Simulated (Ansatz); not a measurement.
# Te3Au: the cost of one run

Program: the Python package of Ansatz 0.2.0. Level of theory: DFT LDA, plane waves, PAW. These are calculated values, not measurements.

### Step 1. The structure

The structure is tetragonal, space group P4/mmm (No. 123). Conventional cell: a = 3.103 Å, b = 3.103 Å, c = 12.939 Å, α = 90.00°, β = 90.00°, γ = 90.00°. Te (site symmetry 4mm) is surrounded by 1 Au at 2.62 Å. Te (site symmetry 4/mmm) is surrounded by 4 Te at 3.10 Å. Around Au (site symmetry 4/mmm) lie 2 Te at 2.62 Å.

The script holds or builds the structure itself.

### Step 2. The code

bands.py

```python
"""Band structure of Te3Au."""

import argparse
import warnings

import ansatz as az
from ase import Atoms
import numpy as np

parser = argparse.ArgumentParser(description="Band structure of Te3Au.")
parser.add_argument("--kspacing", type=float, required=True, help="k-point sampling")
parser.add_argument("--filling", required=True, help="how the bands are filled")
parser.add_argument("--extra-bands", type=int, required=True, help="SCF control")
args = parser.parse_args()


def main() -> None:
    warnings.simplefilter("ignore", az.DeckWarning)

    atoms = Atoms(
        ["Te", "Te", "Te", "Au"],
        scaled_positions=[
            (0.0, 0.0, 0.2025),
            (0.0, 0.0, 0.5),
            (0.0, 0.0, 0.7975),
            (0.0, 0.0, 0.0),
        ],
        cell=[
            (3.1026, 0.0, 0.0),
            (0.0, 3.1026, 0.0),
            (0.0, 0.0, 12.9395),
        ],
        pbc=True,
    )
    xtal = az.Crystal.from_ase(atoms)

    # high-symmetry points in fractions of the reciprocal vectors
    path = [
        ("G", (0.0, 0.0, 0.0)),
        ("X", (0.0, 0.5, 0.0)),
        ("M", (0.5, 0.5, 0.0)),
        ("G", (0.0, 0.0, 0.0)),
        ("Z", (0.0, 0.0, 0.5)),
        ("R", (0.0, 0.5, 0.5)),
        ("A", (0.5, 0.5, 0.5)),
    ]
    setup = (
        xtal.calculation()
        .functional(az.Functional.LDA)  # exchange and correlation
        .accuracy("low")
        .kpoints(spacing=args.kspacing)  # symmetry reduces this mesh to its irreducible points
        .occupations(args.filling)
        .mixing("broyden", preconditioner="kerker_dos")  # how the next input density is formed
        .band_structure([point for _, point in path], intervals=8)
        .scf(extra_bands=args.extra_bands)  # control of the self-consistency loop
    )
    history = []
    outcome = setup.session().plan().execute(on_event=lambda event: history.append(event["data"]["dr2_ev"]) if event["event"] == "scf_iter" else None)
    summary = outcome.report
    print("density residual by iteration (eV):", " ".join(f"{value:.1e}" for value in history[:40]))

    n_atoms = len(summary["lattice"]["sites"])
    print("F =", round(summary["free_energy_ev"], 4), "eV for", n_atoms, "atoms")
    print("E(sigma -> 0) =", round(summary["energy_sigma0_ev"], 4), "eV, TS =", round(summary["entropy_ts_ev"], 5), "eV")
    print("closed by", summary["closed_by"], "after", summary["n_iterations"], "iterations")

    bands = outcome.band_structure()
    fermi = bands.fermi_energy_ev
    for spin, channel in enumerate(bands.channels):
        levels = channel.eigenvalues_ev - fermi
        crossing = [b for b in range(levels.shape[1]) if levels[:, b].min() < 0 < levels[:, b].max()]
        print(f"channel {spin}: bands that cross the Fermi level on this path:", [b + 1 for b in crossing] or "none")
        shown = crossing or sorted(np.argsort(np.abs(levels).min(axis=0))[:2])
        for k, row in zip(bands.kpoints_frac, levels[:, shown]):
            print(f"{k[0]:7.3f} {k[1]:7.3f} {k[2]:7.3f}  ", " ".join(f"{e:8.3f}" for e in row))


if __name__ == "__main__":
    main()
```

### Step 3. What the engine is handed

The engine receives this input:

```yaml
crystal:
  lattice:
    - [3.1026, 0.0, 0.0]
    - [0.0, 3.1026, 0.0]
    - [0.0, 0.0, 12.9395]
  atoms:
    - { symbol: Te, position: [0.0, 0.0, 0.2025] }
    - { symbol: Te, position: [0.0, 0.0, 0.5] }
    - { symbol: Te, position: [0.0, 0.0, 0.7975] }
    - { symbol: Au, position: [0.0, 0.0, 0.0] }
accuracy: low
kpoints:
  mp_grid:
    kspacing: 0.38
  band_path:
    path:
      - [0.0, 0.0, 0.0]
      - [0.0, 0.5, 0.0]
      - [0.5, 0.5, 0.0]
      - [0.0, 0.0, 0.0]
      - [0.0, 0.0, 0.5]
      - [0.0, 0.5, 0.5]
      - [0.5, 0.5, 0.5]
    npoints: 8
hamiltonian:
  xc: lda
scf:
  n_extra_bands: 10
  mixing:
    algorithm: broyden
    preconditioner: kerker_dos
  occupations:
    method: fermi_dirac
```

### Step 4. The run

The run is started by

```sh
python bands.py --kspacing 0.38 --filling fermi_dirac --extra-bands 10
```

**Question.** How long does this script take on 1 thread of Arm Neoverse V2, shared host, and how much memory does it need?

About 10 s, with a peak of 0.46 GiB.
